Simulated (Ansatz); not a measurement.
# C5H11Cl3Si: the cost of one run

Program: Ansatz 0.2.0, Gaussian basis. Level of theory: the settings change from run to run. These are calculated values, not measurements.

## (1) The geometry

An earlier PBE0-D4 in a triple-zeta def2 set relaxation fixed the geometry.

SMILES `CC(C)(C)C[Si](Cl)(Cl)Cl`, 20 atoms, charge 0, spin multiplicity 1.

Atoms are counted from 1 here; the program's logs count them from 0.

Bond lengths: C1–C2 1.526 Å, C1–H10 1.093 Å, C1–H11 1.091 Å, C1–H12 1.093 Å, C2–C3 1.526 Å, C2–C4 1.529 Å, C2–C5 1.539 Å, C3–H13 1.093 Å, C3–H14 1.093 Å, C3–H15 1.091 Å, C4–H16 1.093 Å, C4–H17 1.093 Å, C4–H18 1.093 Å, C5–Si6 1.855 Å, C5–H19 1.098 Å, C5–H20 1.098 Å, Si6–Cl7 2.042 Å, Si6–Cl8 2.042 Å and more. Angles: C2–C1–H10 110.0°, C2–C1–H11 111.9°, C2–C1–H12 111.4°, H10–C1–H11 107.7°, H10–C1–H12 107.8°, H11–C1–H12 107.8°, C1–C2–C3 109.6°, C1–C2–C4 108.8°, C1–C2–C5 111.2°, C3–C2–C4 108.8°, C3–C2–C5 111.2°, C4–C2–C5 107.0°, C2–C3–H13 110.0°, C2–C3–H14 111.4°, C2–C3–H15 111.9°, H13–C3–H14 107.8°, H13–C3–H15 107.7°, H14–C3–H15 107.8° and more.

Coordinates:

```mol
C5H11Cl3Si
  3D, bonds by distance, orders not assigned

 20 19  0  0  0  0  0  0  0  0999 V2000
   -0.6761   -1.5076   -0.1925 C   0  0
   -0.0002   -0.3185    0.4832 C   0  0
   -1.0534    0.5448    1.1709 C   0  0
    0.9765   -0.8396    1.5378 C   0  0
    0.8222    0.5029   -0.5262 C   0  0
    0.1028    1.3590   -2.0068 Si  0  0
   -1.2579    2.8098   -1.5460 Cl  0  0
   -0.7722    0.0967   -3.3519 Cl  0  0
    1.6594    2.2760   -2.9655 Cl  0  0
   -1.1612   -2.1381    0.5573 H   0  0
   -1.4400   -1.1908   -0.9045 H   0  0
    0.0486   -2.1245   -0.7309 H   0  0
   -1.5487   -0.0268    1.9601 H   0  0
   -0.6050    1.4304    1.6294 H   0  0
   -1.8216    0.8823    0.4731 H   0  0
    1.7456   -1.4718    1.0855 H   0  0
    0.4496   -1.4352    2.2880 H   0  0
    1.4775   -0.0156    2.0534 H   0  0
    1.6117   -0.1305   -0.9526 H   0  0
    1.3508    1.3064    0.0043 H   0  0
  1  2  8  0
  2  3  8  0
  2  4  8  0
  2  5  8  0
  5  6  8  0
  6  7  8  0
  6  8  8  0
  6  9  8  0
  1 10  8  0
  1 11  8  0
  1 12  8  0
  3 13  8  0
  3 14  8  0
  3 15  8  0
  4 16  8  0
  4 17  8  0
  4 18  8  0
  5 19  8  0
  5 20  8  0
M  END
```

## (2) RPA/6-31G*

Set apart from the defaults: coordinates scaled by 0.92, correlated electrons set to outside_noble_gas, the search for lower states set to full.

The input, in.yaml:

```yaml
crystal:
  periodic: [false, false, false]
  atoms:
    - {symbol: C, position_ang: [-0.622030, -1.387020, -0.177063]}
    - {symbol: C, position_ang: [-0.000202, -0.293022, 0.444539]}
    - {symbol: C, position_ang: [-0.969125, 0.501210, 1.077188]}
    - {symbol: C, position_ang: [0.898413, -0.772399, 1.414773]}
    - {symbol: C, position_ang: [0.756384, 0.462712, -0.484104]}
    - {symbol: Si, position_ang: [0.094557, 1.250320, -1.846277]}
    - {symbol: Cl, position_ang: [-1.157241, 2.585024, -1.422336]}
    - {symbol: Cl, position_ang: [-0.710429, 0.088976, -3.083778]}
    - {symbol: Cl, position_ang: [1.526691, 2.093877, -2.728289]}
    - {symbol: H, position_ang: [-1.068263, -1.967040, 0.512721]}
    - {symbol: H, position_ang: [-1.324790, -1.095565, -0.832145]}
    - {symbol: H, position_ang: [0.044699, -1.954540, -0.672394]}
    - {symbol: H, position_ang: [-1.424818, -0.024624, 1.803264]}
    - {symbol: H, position_ang: [-0.556616, 1.315935, 1.499093]}
    - {symbol: H, position_ang: [-1.675914, 0.811704, 0.435280]}
    - {symbol: H, position_ang: [1.605931, -1.354060, 0.998653]}
    - {symbol: H, position_ang: [0.413654, -1.320380, 2.104954]}
    - {symbol: H, position_ang: [1.359285, -0.014331, 1.889116]}
    - {symbol: H, position_ang: [1.482766, -0.120047, -0.876403]}
    - {symbol: H, position_ang: [1.242774, 1.201919, 0.003928]}
basis:
  gaussian: {orbitals: "6-31G*"}
hamiltonian: {xc: {name: PBE}}
correlation: {method: rpa, electrons: outside_noble_gas}
scf: {lower_state_search: full}
```

Started as:

```console
$ ansatz run in.yaml --threads 4 --pin off --events-out ev --progress --plain --max-ram 66560MiB --backend cpu
```

Q: Estimate wall time and peak memory on 4 threads of AMD EPYC 7R13, shared host.

About 4.9 s, with a peak of 0.46 GiB.
